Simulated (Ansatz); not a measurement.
# SnICl₃: a ladder of functionals and wavefunction methods

One table from this session's results is given with a row withheld; the runs are named, their logs left out.

Computed with Ansatz 0.2.0, Gaussian basis. Level: functionals in def2-TZVPP, the program's frozen cores in correlated methods.

Levels to be run: LDA (SPW92), PBE-D4, revPBE-D4, BLYP-D4, r2SCAN-D4, B97M-V, PBE0-D4, B3LYP-D4, r2SCANh-D4, r2SCAN0-D4, HSE06-D4, BHLYP-D4, CAM-B3LYP-D4, LC-ωPBE, ωB97X-V, ωB97M-V, B2PLYP, PBE-QIDH; CCSD(T)/def2-SVP; CCSD(T)/def2-TZVPP; MP2/def2-QZVPP; extrapolation to the limit; RPA on PBE.

## Structure used throughout

An earlier PBE0-D4 in a triple-zeta def2 set relaxation fixed the geometry. Sn, I take the def2 core potential; no spin-orbit term is included.

5 atoms, charge 0, spin multiplicity 1.

Atoms are counted from 1 here; the program's logs count them from 0.

Bond lengths: Cl1–Sn2 2.297 Å, Sn2–Cl3 2.297 Å, Sn2–Cl4 2.297 Å, Sn2–I5 2.635 Å. Angles: Cl1–Sn2–Cl3 107.9°, Cl1–Sn2–Cl4 107.9°, Cl1–Sn2–I5 111.0°, Cl3–Sn2–Cl4 107.9°, Cl3–Sn2–I5 111.0°, Cl4–Sn2–I5 111.0°.

As a file:

```mol
Cl3ISn
  3D, bonds by distance, orders not assigned

  5  4  0  0  0  0  0  0  0  0999 V2000
   -1.0457   -0.4023    2.0083 Cl  0  0
    0.0121   -0.0476    0.0010 Sn  0  0
    2.2032   -0.6956    0.2316 Cl  0  0
   -0.9679   -1.4107   -1.5660 Cl  0  0
   -0.1518    2.4826   -0.7164 I   0  0
  1  2  8  0
  2  3  8  0
  2  4  8  0
  2  5  8  0
M  END
```

The first run:

File in.yaml:

```yaml
crystal:
  periodic: [false, false, false]
  atoms:
    - {symbol: Cl, position_ang: [-1.045732, -0.402253, 2.008301]}
    - {symbol: Sn, position_ang: [0.012121, -0.047595, 0.001018]}
    - {symbol: Cl, position_ang: [2.203219, -0.695638, 0.231598]}
    - {symbol: Cl, position_ang: [-0.967925, -1.410721, -1.565966]}
    - {symbol: I, position_ang: [-0.151783, 2.482608, -0.716352]}
basis:
  gaussian: {orbitals: def2-TZVPP}
hamiltonian: {xc: lda}
output: {orbitals: {seedname: orbitals}}
```

On the command line:

```sh
$ ansatz run in.yaml --threads 4 --pin off --events-out ev --progress --plain --max-ram 10444MiB
```

Steps of the session up to this table: LDA; PBE-D4 (GGA); revPBE-D4 (GGA); BLYP-D4 (GGA); r2SCAN-D4 (meta-GGA); B97M-V (meta-GGA); B3LYP-D4 (hybrid); r2SCANh-D4 (hybrid); r2SCAN0-D4 (hybrid); HSE06-D4 (hybrid); BHLYP-D4 (hybrid); CAM-B3LYP-D4 (range-separated); LC-ωPBE (range-separated); ωB97X-V (range-separated); ωB97M-V (range-separated); B2PLYP (double hybrid); PBE-QIDH (double hybrid).

One of the session's tables, all rows but one given; the rest of the session is left out.

It belongs to the step «Frontier levels by functional». 

| functional | HOMO (eV) | LUMO (eV) | gap (eV) |
| --- | --- | --- | --- |
| LDA (SPW92) | -7.55 | -4.46 | 3.09 |
| PBE-D4 | -7.38 | -4.15 | 3.23 |
| revPBE-D4 | -7.33 | -4.06 | 3.27 |
| BLYP-D4 | -7.18 | -4.07 | 3.11 |
| r2SCAN-D4 | -7.72 | -4.04 | 3.68 |
| B97M-V | -7.71 | -3.86 | 3.85 |
| PBE0-D4 | -8.57 | -3.35 | 5.22 |
| B3LYP-D4 | ? | ? | ? |
| r2SCANh-D4 | -8.15 | -3.75 | 4.40 |
| r2SCAN0-D4 | -8.79 | -3.29 | 5.50 |
| HSE06-D4 | -8.18 | -3.72 | 4.46 |
| BHLYP-D4 | -9.57 | -2.44 | 7.13 |
| CAM-B3LYP-D4 | -9.83 | -2.40 | 7.44 |
| LC-ωPBE | -11.22 | -1.24 | 9.98 |
| ωB97X-V | -10.86 | -1.33 | 9.53 |
| ωB97M-V | -10.71 | -1.40 | 9.31 |

Estimate the missing values for B3LYP-D4.

Worked estimate for «HOMO (eV)». Against the share of exact exchange, BLYP-D4 (0, -7.18), BHLYP-D4 (0.5, -9.57) give a slope of -4.78 per unit share; at 0.2 the line stands at -8.14.

As computed: HOMO (eV): -8.30; LUMO (eV): -3.61; gap (eV): 4.69. In «HOMO (eV)» the line misses by +0.16.
